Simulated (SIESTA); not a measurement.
GaGe3: single point with PBE

Crystal: GaGe3.

```xyz
4
Lattice="4.2785 0.0000 0.0000 0.0000 4.2785 0.0000 0.0000 0.0000 4.2785" Properties=species:S:1:pos:R:3 pbc="T T T"
Ge    2.1392    2.1392    0.0000
Ge    2.1392    0.0000    2.1392
Ge    0.0000    2.1392    2.1392
Ga    0.0000    0.0000    0.0000
```

The cell comes from a database or a generator and needn't be the stable form of this composition.

| Property | Result |
| --- | --- |
| Program | SIESTA 5.4.2 |
| Task | single point |
| Functional | PBE |
| Potentials or basis | PseudoDojo 0.4 standard (PBE files) |
| Basis | DZP (energy shift 0.003 Ry; two zetas on semicore shells) |
| Grid cutoff | 800 Ry |
| Energy shift | 0.003 Ry |
| k mesh | 6 × 6 × 6 |
| Occupations | fermi-dirac, width 0.05 eV |
| Spin | no spin polarisation |

* Pressure: 0.2 GPa
* Band gap on the k mesh: none (metal or under the smearing width)
* Hirshfeld charges: Ge -0.00; Ga +0.01 e

Levels at points of the mesh, in eV from the Fermi level:
```tsv
k point	band 25	band 26	band 27	band 28	band 29	band 30	band 31	band 32
(0.00, 0.00, 0.00)	-3.82	-3.82	-3.31	2.59	2.59	2.59	3.54	3.54
(0.50, 0.00, 0.00)	-1.95	-1.95	-1.30	-1.30	-0.02	0.24	4.39	4.57
(0.00, 0.50, 0.00)	-1.95	-1.95	-1.30	-1.30	-0.02	0.24	4.39	4.57
(0.50, 0.50, 0.00)	-0.78	-0.20	-0.20	0.07	0.25	0.25	0.69	1.65
(0.00, 0.00, 0.50)	-1.95	-1.95	-1.30	-1.30	-0.02	0.24	4.39	4.57
(0.50, 0.00, 0.50)	-0.78	-0.20	-0.20	0.07	0.25	0.25	0.69	1.65
(0.00, 0.50, 0.50)	-0.78	-0.20	-0.20	0.07	0.25	0.25	0.69	1.65
(0.50, 0.50, 0.50)	-5.21	-4.93	-4.93	-4.93	6.58	6.58	6.64	6.64
```

Run time: 4.2 min on 1 thread of Arm Neoverse V1, with other jobs on the host, peak memory 0.73 GiB.

Caveat: Mulliken charges of long-ranged orbitals can have an unphysical sign; the basis of atomic orbitals isn't converged, which shifts pressures, moduli and gaps.
